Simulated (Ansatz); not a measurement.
**CH7FO2Si2: a ladder of functionals and wavefunction methods**

An exercise on one series of results from a longer session: the logs are not shown, and one member is left open.

Method: functionals in def2-TZVPP, the program's frozen cores in correlated methods; program: Ansatz 0.2.0, Gaussian basis.

Levels to be run: PBE-D4, r2SCAN-D4, PBE0-D4, B3LYP-D4, ωB97X-V, ωB97M-V, B2PLYP; CCSD(T)/def2-TZVPP; MP2/def2-QZVPP; extrapolation to the limit.

**Structure used throughout**

The geometry comes from an earlier relaxation with PBE0-D4 in a triple-zeta def2 set; it is a stationary point, not always the lowest conformer.

SMILES `O[SiH](O)C[SiH2]F`, 13 atoms, charge 0, spin multiplicity 1.

Atoms are counted from 1 here; the program's logs count them from 0.

Bond lengths: O1–Si2 1.640 Å, O1–H7 0.960 Å, Si2–O3 1.636 Å, Si2–C4 1.861 Å, Si2–H8 1.489 Å, O3–H9 0.958 Å, C4–Si5 1.850 Å, C4–H10 1.097 Å, C4–H11 1.096 Å, Si5–F6 1.616 Å, Si5–H12 1.483 Å, Si5–H13 1.483 Å. Angles: Si2–O1–H7 116.9°, O1–Si2–O3 107.9°, O1–Si2–C4 111.5°, O1–Si2–H8 109.8°, O3–Si2–C4 107.2°, O3–Si2–H8 110.5°, C4–Si2–H8 109.9°, Si2–O3–H9 117.7°, Si2–C4–Si5 114.3°, Si2–C4–H10 108.7°, Si2–C4–H11 107.8°, Si5–C4–H10 108.5°, Si5–C4–H11 109.8°, H10–C4–H11 107.5°, C4–Si5–F6 108.1°, C4–Si5–H12 113.3°, C4–Si5–H13 111.7°, F6–Si5–H12 106.6° and more.

Set-up of the first run:

File in.yaml:

```yaml
crystal:
  periodic: [false, false, false]
  atoms:
    - {symbol: O, position_ang: [-2.048523, -0.063167, 0.211829]}
    - {symbol: Si, position_ang: [-0.644650, 0.291957, 0.981924]}
    - {symbol: O, position_ang: [-0.859274, 1.691890, 1.801189]}
    - {symbol: C, position_ang: [0.744422, 0.568289, -0.225808]}
    - {symbol: Si, position_ang: [1.129695, -0.894690, -1.290905]}
    - {symbol: F, position_ang: [-0.268327, -1.575701, -1.731649]}
    - {symbol: H, position_ang: [-2.015427, -0.752450, -0.456016]}
    - {symbol: H, position_ang: [-0.289568, -0.810131, 1.918358]}
    - {symbol: H, position_ang: [-1.603364, 1.746100, 2.402443]}
    - {symbol: H, position_ang: [1.648285, 0.838406, 0.333170]}
    - {symbol: H, position_ang: [0.477295, 1.425167, -0.853935]}
    - {symbol: H, position_ang: [1.838923, -0.537380, -2.543042]}
    - {symbol: H, position_ang: [1.890522, -1.928281, -0.547569]}
basis:
  gaussian: {orbitals: def2-TZVPP}
hamiltonian: {xc: pbe, dispersion: d4}
output: {forces: true, orbitals: {seedname: orbitals}}
```

Launch:

```console
$ ansatz run in.yaml --threads 2 --pin off --events-out ev --progress --plain --max-ram 22528MiB --backend cuda --devices 0, --max-vram 18GiB
```

Steps of the session up to this table: PBE-D4 (GGA); r2SCAN-D4 (meta-GGA); PBE0-D4 (hybrid); B3LYP-D4 (hybrid); ωB97X-V (range-separated); ωB97M-V (range-separated); B2PLYP (double hybrid); CCSD(T) in def2-TZVPP; MP2 in def2-QZVPP.

One table of the session follows, with a row left open; its other results are not shown here.

It belongs to the step «Atomisation energies». 

| method | atomisation energy (kcal/mol) |
| --- | --- |
| PBE-D4 | 1188.5 |
| r2SCAN-D4 | ? |
| PBE0-D4 | 1170.1 |
| B3LYP-D4 | 1177.2 |
| ωB97X-V | 1187.0 |
| ωB97M-V | 1186.8 |
| B2PLYP | 1169.0 |
| HF/def2-TZVPP | 872.7 |
| MP2/def2-TZVPP | 1179.3 |
| CCSD/def2-TZVPP | 1140.0 |
| CCSD(T)/def2-TZVPP | 1155.3 |
| MP2/CBS | 1213.5 |
| CCSD(T)/CBS | 1189.5 |

**Question.** Estimate the row for r2SCAN-D4.

As computed: atomisation energy (kcal/mol): 1184.1. In the column «atomisation energy (kcal/mol)» it lies between MP2/def2-TZVPP (1179.3) and ωB97M-V (1186.8).
